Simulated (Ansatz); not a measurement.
# ClH4InN2: one species, many methods

One table from this session's results is given with a row withheld; the runs are named, their logs left out.

Computed with Ansatz 0.2.0, Gaussian basis. Level: functionals in def2-TZVPP, the program's frozen cores in correlated methods.

Plan: LDA (SPW92), PBE-D4, revPBE-D4, BLYP-D4, r2SCAN-D4, B97M-V, PBE0-D4, B3LYP-D4, r2SCANh-D4, r2SCAN0-D4, HSE06-D4, BHLYP-D4, CAM-B3LYP-D4, LC-ωPBE, ωB97X-V, ωB97M-V, B2PLYP, PBE-QIDH; CCSD(T)/def2-SVP; CCSD(T)/def2-TZVPP; MP2/def2-QZVPP; extrapolation to the limit; RPA on PBE.

### Structure used throughout

An earlier PBE0-D4 in a triple-zeta def2 set relaxation fixed the geometry. In takes the def2 core potential; no spin-orbit term is included.

SMILES `[NH2][In]([NH2])[Cl]`, 8 atoms, charge 0, spin multiplicity 1.

Atoms are counted from 1 here; the program's logs count them from 0.

Bond lengths: N1–In2 2.009 Å, N1–H5 1.011 Å, N1–H6 1.010 Å, In2–N3 2.009 Å, In2–Cl4 2.335 Å, N3–H7 1.010 Å, N3–H8 1.011 Å. Angles: In2–N1–H5 114.5°, In2–N1–H6 116.6°, H5–N1–H6 109.0°, N1–In2–N3 129.2°, N1–In2–Cl4 115.4°, N3–In2–Cl4 115.4°, In2–N3–H7 116.6°, In2–N3–H8 114.5°, H7–N3–H8 109.0°.

Set-up of the first run:

in.yaml reads:

```yaml
crystal:
  periodic: [false, false, false]
  atoms:
    - {symbol: N, position_ang: [-0.187574, 1.836007, -0.264385]}
    - {symbol: In, position_ang: [-0.276269, -0.170710, -0.287267]}
    - {symbol: N, position_ang: [0.733521, -1.498678, 0.831732]}
    - {symbol: Cl, position_ang: [-1.764720, -1.090362, -1.833848]}
    - {symbol: H, position_ang: [-1.002531, 2.296055, -0.645653]}
    - {symbol: H, position_ang: [0.053013, 2.268146, 0.616546]}
    - {symbol: H, position_ang: [1.648994, -1.216491, 1.152590]}
    - {symbol: H, position_ang: [0.795556, -2.423968, 0.430285]}
basis:
  gaussian: {orbitals: def2-TZVPP}
hamiltonian: {xc: lda}
output: {orbitals: {seedname: orbitals}}
```

Started as:

```bash
$ ansatz run in.yaml --threads 4 --pin off --events-out ev --progress --plain --max-ram 10444MiB
```

Among the steps run: LDA; PBE-D4 (GGA); revPBE-D4 (GGA); BLYP-D4 (GGA); r2SCAN-D4 (meta-GGA); B97M-V (meta-GGA); PBE0-D4 (hybrid); B3LYP-D4 (hybrid); r2SCANh-D4 (hybrid); r2SCAN0-D4 (hybrid); HSE06-D4 (hybrid); BHLYP-D4 (hybrid); CAM-B3LYP-D4 (range-separated); LC-ωPBE (range-separated); ωB97X-V (range-separated); ωB97M-V (range-separated); B2PLYP (double hybrid); PBE-QIDH (double hybrid).

One table of the session follows, with a row left open; its other results are not shown here.

It belongs to the step «Frontier levels by functional». 

| functional | HOMO (eV) | gap (eV) |
| --- | --- | --- |
| LDA (SPW92) | -6.28 | 3.88 |
| PBE-D4 | -6.09 | 3.95 |
| revPBE-D4 | -6.02 | 4.00 |
| BLYP-D4 | -5.97 | 3.84 |
| r2SCAN-D4 | -6.39 | 4.53 |
| B97M-V | -6.44 | 4.40 |
| PBE0-D4 | -7.50 | 6.25 |
| B3LYP-D4 | -7.25 | 5.66 |
| r2SCANh-D4 | -6.92 | 5.37 |
| r2SCAN0-D4 | -7.72 | 6.63 |
| HSE06-D4 | -7.09 | 5.47 |
| BHLYP-D4 | -8.81 | 8.36 |
| CAM-B3LYP-D4 | -8.92 | 8.58 |
| LC-ωPBE | -10.34 | 11.35 |
| ωB97X-V | ? | ? |
| ωB97M-V | -9.86 | 10.39 |

**Question.** Estimate the row for ωB97X-V.

As computed: HOMO (eV): -9.95; gap (eV): 10.73. In the column «HOMO (eV)» it lies between LC-ωPBE (-10.34) and ωB97M-V (-9.86).
